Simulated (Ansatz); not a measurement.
**C₂H₈OSSi: up Jacob's ladder to CCSD(T)**

An exercise on one series of results from a longer session: the logs are not shown, and one member is left open.

The runs use Ansatz 0.2.0, Gaussian basis; functionals in def2-TZVPP, the program's frozen cores in correlated methods.

Levels to be run: PBE-D4, r2SCAN-D4, PBE0-D4, B3LYP-D4, ωB97X-V, ωB97M-V, B2PLYP; CCSD(T)/def2-TZVPP; MP2/def2-QZVPP; extrapolation to the limit.

## Structure used throughout

All runs share one geometry, relaxed beforehand with PBE0-D4 in a triple-zeta def2 set.

13 atoms, charge 0, spin multiplicity 1.

Atoms are counted from 1 here; the program's logs count them from 0.

Bond lengths: C1–O2 1.408 Å, C1–H6 1.095 Å, C1–H7 1.091 Å, C1–H8 1.097 Å, O2–Si3 1.639 Å, Si3–S4 2.125 Å, Si3–H9 1.490 Å, Si3–H10 1.477 Å, S4–C5 1.818 Å, C5–H11 1.089 Å, C5–H12 1.089 Å, C5–H13 1.090 Å. Angles: O2–C1–H6 111.0°, O2–C1–H7 108.3°, O2–C1–H8 111.7°, H6–C1–H7 108.6°, H6–C1–H8 108.8°, H7–C1–H8 108.4°, C1–O2–Si3 123.4°, O2–Si3–S4 115.4°, O2–Si3–H9 109.3°, O2–Si3–H10 105.4°, S4–Si3–H9 106.3°, S4–Si3–H10 107.3°, H9–Si3–H10 113.2°, Si3–S4–C5 101.0°, S4–C5–H11 111.3°, S4–C5–H12 106.9°, S4–C5–H13 110.8°, H11–C5–H12 108.9° and more.

Set-up of the first run:

Contents of in.yaml:

```yaml
crystal:
  periodic: [false, false, false]
  atoms:
    - {symbol: C, position_ang: [0.255368, -0.911480, -1.713709]}
    - {symbol: O, position_ang: [1.033758, 0.237487, -1.477481]}
    - {symbol: Si, position_ang: [1.128603, 0.977198, -0.018144]}
    - {symbol: S, position_ang: [-0.724648, 1.619962, 0.798087]}
    - {symbol: C, position_ang: [-1.283985, 0.101605, 1.626544]}
    - {symbol: H, position_ang: [-0.813815, -0.679090, -1.662141]}
    - {symbol: H, position_ang: [0.482642, -1.279748, -2.715261]}
    - {symbol: H, position_ang: [0.478785, -1.708197, -0.993147]}
    - {symbol: H, position_ang: [1.720373, 0.036344, 0.974752]}
    - {symbol: H, position_ang: [1.952355, 2.183247, -0.241175]}
    - {symbol: H, position_ang: [-1.709049, -0.604640, 0.914361]}
    - {symbol: H, position_ang: [-2.056098, 0.394916, 2.337047]}
    - {symbol: H, position_ang: [-0.464288, -0.367605, 2.170268]}
basis:
  gaussian: {orbitals: def2-TZVPP}
hamiltonian: {xc: pbe, dispersion: d4}
output: {forces: true, orbitals: {seedname: orbitals}}
```

Started as:

```console
ansatz run in.yaml --threads 2 --pin off --events-out ev --progress --plain --max-ram 20480MiB --backend cuda --devices 0, --max-vram 18GiB
```

Among the steps run: PBE-D4 (GGA); r2SCAN-D4 (meta-GGA); PBE0-D4 (hybrid); B3LYP-D4 (hybrid); ωB97X-V (range-separated); ωB97M-V (range-separated); B2PLYP (double hybrid); CCSD(T) in def2-TZVPP; MP2 in def2-QZVPP.

One of the session's tables, all rows but one given; the rest of the session is left out.

| method | atomisation energy (eV) |
| --- | --- |
| PBE-D4 | 49.142 |
| r2SCAN-D4 | 48.677 |
| PBE0-D4 | 48.496 |
| B3LYP-D4 | 48.534 |
| ωB97X-V | 48.794 |
| ωB97M-V | 48.774 |
| B2PLYP | ? |
| HF/def2-TZVPP | 35.814 |
| MP2/def2-TZVPP | 47.887 |
| CCSD/def2-TZVPP | 46.737 |
| CCSD(T)/def2-TZVPP | 47.374 |
| MP2/CBS | 49.174 |
| CCSD(T)/CBS | 48.661 |

**Question.** Estimate the row for B2PLYP.

**Answer.** atomisation energy (eV): 47.983. In the column «atomisation energy (eV)» it lies between MP2/def2-TZVPP (47.887) and PBE0-D4 (48.496).

Limits of these values: Free atoms (2 C, 1 O, 1 Si, 1 S, 8 H) were run apart at each level; the atomisation energy is their sum less the molecule, without zero-point or spin-orbit terms.
